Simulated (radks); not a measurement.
# Excited configurations of Ti¹³⁺

How tightly is the outer electron of Ti¹³⁺ held in higher orbitals? Ground state, ion and excited configurations are run in turn.

Method: scalar-relativistic Kohn-Sham, r2SCAN, spin-unpolarised, spherical densities, finite nucleus. Code: radks (a radial shooting solver on a logarithmic mesh, Libxc functionals) version 1.

### Step 1. Starting point

```
element            : titanium (Z = 22)
charge             : +13
electrons          : 9
configuration      : [He] 2s2 2p5
nuclear rms radius : 3.5921 fm
```

Outer shells as boxes (Hund's rule):

Ti¹³⁺
```
[He] core
2s [↑↓]
2p [↑↓][↑↓][↑ ]
```

In the logs a row gives level, spin channel, occupation and eigenvalue; Etot, Ekin, Encl (electron-nucleus), Eh (Hartree) and Exc are energies, all in hartree; err is the last residual, it the number of iterations.

### Step 2. Ground configuration: [He] 2s2 2p5

The run's settings:

```text
Z 22
configuration [He] 2s2 2p5
relativity scalar-relativistic
functional r2scan,r2scan
spin unpolarised
nucleus finite rms 3.5921 fm
c 137.035999084
```

The program printed:

```text
1s      1   2.0000        -195.50875397
2s      1   2.0000         -33.90421655
2p      1   5.0000         -30.66746748
Etot -766.3413311327082
Ekin 773.7231970445821
Encl -1674.6834437590232
Eh 165.60908429409193
Exc -30.990168712358958
err 2.0793942599254847e-07
it 11
```

2p is the highest filled level (-834.50 eV).

From the orbitals of this run (lengths in bohr):

```csv
level,occupation,energy (eV),<r>,outermost maximum (interpolated),90 % within,nodes
1s,2,-5320.1,0.06948,0.0455,0.124,0
2s,2,-922.58,0.3139,0.264,0.485,1
2p,5,-834.50,0.2772,0.214,0.452,0
```

The radial density on a logarithmic grid:

```csv
r (bohr),4πr²ρ (e/bohr)
0.00277,0.6587
0.00373,1.133
0.00502,1.921
0.00669,3.150
0.00899,5.107
0.0120,7.903
0.0161,11.83
0.0215,16.50
0.0289,21.44
0.0389,25.05
0.0519,25.65
0.0697,22.78
0.0930,18.74
0.125,17.49
0.167,20.68
0.224,23.83
0.301,20.26
0.402,11.15
0.541,3.344
0.721,0.4889
0.969,0.02457
```

### Step 3. The ion: [He] 2s2 2p4

Changes since step 2:

```diff
@@ -1,3 +1,3 @@
 Z 22
-configuration [He] 2s2 2p5
+configuration [He] 2s2 2p4
 relativity scalar-relativistic
```

The program printed:

```text
1s      1   2.0000        -199.49295574
2s      1   2.0000         -36.66294747
2p      1   4.0000         -33.61495870
Etot -734.210712880807
Ekin 741.5368173042446
Encl -1585.38362790374
Eh 137.7516717576156
Exc -28.11557403892721
err 1.793878920446911e-07
it 11
```

Energy against step 2 (ground configuration: [He] 2s2 2p5): +874.319 eV. 2p is the highest filled level (-914.71 eV).

### Step 4. Outer electron in 4d: [He] 2s2 2p4 4d1

Changes since step 3:

```diff
@@ -1,3 +1,3 @@
 Z 22
-configuration [He] 2s2 2p4
+configuration [He] 2s2 2p4 4d1
 relativity scalar-relativistic
```

The program printed:

```text
1s      1   2.0000        -198.59327790
2s      1   2.0000         -35.79511702
2p      1   4.0000         -32.73787717
4d      1   1.0000          -6.05823284
Etot -740.5160354945051
Ekin 747.817419985432
Encl -1605.0602462743543
Eh 145.19855091970146
Exc -28.471760125284256
err 1.6196639339256502e-06
it 15
```

Energy against step 2 (ground configuration: [He] 2s2 2p5): +702.742 eV. 4d is the highest filled level (-164.85 eV).

### Step 5. Outer electron in 5f: [He] 2s2 2p4 5f1

Changes since step 4:

```diff
@@ -1,3 +1,3 @@
 Z 22
-configuration [He] 2s2 2p4 4d1
+configuration [He] 2s2 2p4 5f1
 relativity scalar-relativistic
```

The program printed:

```text
1s      1   2.0000        -198.93551623
2s      1   2.0000         -36.10340654
2p      1   4.0000         -33.05861896
5f      1   1.0000          -3.74067821
Etot -738.0971371512325
Ekin 745.4072252735446
Encl -1597.6444899094658
Eh 142.41304987945523
Exc -28.272922394766447
err 1.6994472124437152e-06
it 14
```

E − E(step 2, ground configuration: [He] 2s2 2p5) = +768.564 eV. 5f is the highest filled level (-101.79 eV).

### Step 6. Outer electron in 6d: [He] 2s2 2p4 6d1

Changes since step 5:

```diff
@@ -1,3 +1,3 @@
 Z 22
-configuration [He] 2s2 2p4 5f1
+configuration [He] 2s2 2p4 6d1
 relativity scalar-relativistic
```

The program printed:

```text
1s      1   2.0000        -199.09714845
2s      1   2.0000         -36.27682108
2p      1   4.0000         -33.22619498
6d      1   1.0000          -2.69038587
Etot -736.9937930575134
Ekin 744.308348169499
Encl -1594.0635395946097
Eh 141.02037981953066
Exc -28.258981451933323
err 1.4454113208999697e-06
it 15
```

E − E(step 2, ground configuration: [He] 2s2 2p5) = +798.587 eV. The top filled level is 6d, -73.209 eV.

### Step 7. Outer electron in 7s: [He] 2s2 2p4 7s1

Changes since step 6:

```diff
@@ -1,3 +1,3 @@
 Z 22
-configuration [He] 2s2 2p4 6d1
+configuration [He] 2s2 2p4 7s1
 relativity scalar-relativistic
```

The program printed:

```text
1s      1   2.0000        -199.20200847
2s      1   2.0000         -36.38476617
2p      1   4.0000         -33.33506924
7s      1   1.0000          -2.11699300
Etot -736.3910298484625
Ekin 743.7159069050927
Encl -1591.9991380602814
Eh 140.11648746461543
Exc -28.22428615788907
err 6.858855900273275e-07
it 19
```

Energy against step 2 (ground configuration: [He] 2s2 2p5): +814.989 eV. The top filled level is 7s, -57.606 eV.

### Step 8. Outer electron in 7p: [He] 2s2 2p4 7p1

Changes since step 7:

```diff
@@ -1,3 +1,3 @@
 Z 22
-configuration [He] 2s2 2p4 7s1
+configuration [He] 2s2 2p4 7p1
 relativity scalar-relativistic
```

The program printed:

```text
1s      1   2.0000        -199.19976685
2s      1   2.0000         -36.38405361
2p      1   4.0000         -33.33417868
7p      1   1.0000          -2.05019998
Etot -736.3231900250693
Ekin 743.6432468319149
Encl -1591.8749582624253
Eh 140.12574100540954
Exc -28.217219599968395
err 6.327229181164706e-07
it 18
```

Energy against step 2 (ground configuration: [He] 2s2 2p5): +816.835 eV. The top filled level is 7p, -55.789 eV.

### Step 9. Summary of results

```
outer orbital  excitation (eV)  binding (eV)     n*  quantum defect  <r> (bohr)
           4d           702.74        171.58  3.942           0.058       1.439
           5f           768.56        105.75  5.022          -0.022       2.254
           6d           798.59        75.731  5.934           0.066       3.548
           7s           814.99        59.329  6.704           0.296       4.820
           7p           816.84        57.483  6.811           0.189       4.897
```

In words: Binding is E(ion) − E, and n* = 14/√(2·binding) in atomic units. The Δ-SCF energy to the ion that was run is 874.32 eV (NIST's first ionisation energy, to the ion's ground state: 864 eV, semi-empirical). Mean quantum defects: d 0.06, f -0.02, s 0.30, p 0.19. They fall with l, since high-l orbitals stay out of the core. Self-interaction in the functional shifts them, so they are the method's values and not measured ones. Spin polarisation and multiplet splitting are left out, so open shells lie too high by an amount that depends on their filling.
